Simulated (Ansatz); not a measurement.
# Zr2WS4: the cost of one run

Method: DFT PBE, scalar-relativistic, plane waves, PAW, in Ansatz 0.2.0.

2 further runs of the same task are left out: 1 that didn't finish, 1 set aside as unsound or not needed.

## Step 1: The system as given

It takes space group F-43m (No. 216, cubic). The conventional cell has a = 8.654 Å, b = 8.654 Å, c = 8.654 Å, α = 90.00°, β = 90.00°, γ = 90.00°. Zr (site symmetry -43m) has 4 S at 2.45 Å in its first shell of neighbours. Zr (site symmetry -43m) has 12 S at 3.53 Å and 4 W at 3.75 Å in its first shell of neighbours. Around W (site symmetry -43m) lie 12 S at 3.73 Å and 8 Zr at 3.75 Å. Around S (site symmetry 3m) lie 3 S at 2.12 Å and 1 Zr at 2.45 Å.

Structure file:

```
Zr W S
1.0
     0.00000    4.32697    4.32697
     4.32697    0.00000    4.32697
     4.32697    4.32697    0.00000
Zr W S
2 1 4
Direct
  0.75000 0.75000 0.75000
  0.25000 0.25000 0.25000
  0.50000 0.50000 0.50000
  0.91320 0.91320 0.91320
  0.91320 0.91320 0.26040
  0.91320 0.26040 0.91320
  0.26040 0.91320 0.91320
```

The cell is invented: random cell by space group and Wyckoff sites (F-43m, No. 216). Its size is a rough estimate.

## Step 2: A first look at the guess

input.yaml reads:

```yaml
crystal:
  lattice:
    - [0.0, 4.32697007, 4.32697007]
    - [4.32697007, 0.0, 4.32697007]
    - [4.32697007, 4.32697007, 0.0]
  atoms:
    - { symbol: Zr, position: [0.75, 0.75, 0.75] }
    - { symbol: Zr, position: [0.25, 0.25, 0.25] }
    - { symbol: W, position: [0.5, 0.5, 0.5] }
    - { symbol: S, position: [0.91319917, 0.91319917, 0.91319917] }
    - { symbol: S, position: [0.91319917, 0.91319917, 0.2604025] }
    - { symbol: S, position: [0.91319917, 0.2604025, 0.91319917] }
    - { symbol: S, position: [0.2604025, 0.91319917, 0.91319917] }
basis:
  ecutwfc: 420
kpoints:
  mp_grid: { grid: [4, 4, 4] }
hamiltonian:
  xc: pbe
scf:
  occupations: { method: gaussian, width: 0.1 }
  lower_state_search: "off"
output:
  forces: true
  stress: true
  eigenvalues: true
```

Started as:

```sh
$ ansatz run input.yaml --threads 1 --pin off --max-ram 2560MiB --backend cpu --events-out ev --progress --plain --runs-dir out
```

What time and memory should one allow on 1 thread of Intel Xeon Platinum 8488C (Sapphire Rapids), shared host?

About 3.8 s, with a peak of 0.46 GiB.
